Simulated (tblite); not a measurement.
# C5H13NO2Si: the cost of one run

Programs: tblite 0.8.0 and PySCF 2.14.0, with density-fitted response routines of our own. Each step states its level of theory. These are calculated values for one molecule in the gas phase, unless marked as measured. Atoms are numbered from 0 throughout.

### 1 Starting geometry

22 atoms, charge 0, multiplicity 1; geometry from: force field or distance geometry start.

Bonds of the start (Å): C0–O1 1.44, O1–C2 1.43, C2–C3 1.54, C3–N4 1.29, N4–Si5 1.74, C3–C6 1.54, C6–C7 1.51, C6–O8 1.42, C0–H9 1.09, C0–H10 1.09, C0–H11 1.09, C2–H12 1.09, C2–H13 1.09, Si5–H14 1.47, Si5–H15 1.49, Si5–H16 1.48, C6–H17 1.10, C7–H18 1.10, C7–H19 1.09, C7–H20 1.10, O8–H21 0.99.

### 2 Geometry optimisation with GFN2-xTB

The job: settings as JSON, then the geometry in Å.

```
{"job": {"kind": "relax", "xc": "GFN2-xTB", "basis": "xTB"}, "charge": 0, "multiplicity": 1}
C      2.813600    -0.486400    -0.730800
O      1.393300    -0.284700    -0.685100
C      0.968800     0.017800     0.642200
C     -0.554300     0.260100     0.617800
N     -1.211300     1.273700     0.158500
Si    -0.424600     2.612900    -0.615600
C     -1.408500    -0.885400     1.199500
C     -1.626200    -1.962200     0.162600
O     -2.666400    -0.371000     1.611500
H      3.097400    -1.318800    -0.082300
H      3.077000    -0.723800    -1.762500
H      3.325600     0.425800    -0.428600
H      1.464200     0.912200     1.032700
H      1.194500    -0.815900     1.304700
H      0.012200     2.226700    -1.969000
H      0.741300     3.012400     0.228100
H     -1.376600     3.743200    -0.686900
H     -0.919600    -1.308700     2.088500
H     -2.139000    -1.556400    -0.718400
H     -0.681700    -2.409600    -0.160700
H     -2.278800    -2.752700     0.559900
H     -2.811300     0.410100     1.024600
```

The run is started by

```bash
> OMP_NUM_THREADS=1 python probes_run.py task.json out
```

One launch serves the whole session: the jobs run in the order shown.

Q: Estimate the wall time and peak memory of this first job on 1 thread of Arm Neoverse V2, shared host.

About 1.2 s, with a peak of 0.18 GiB.
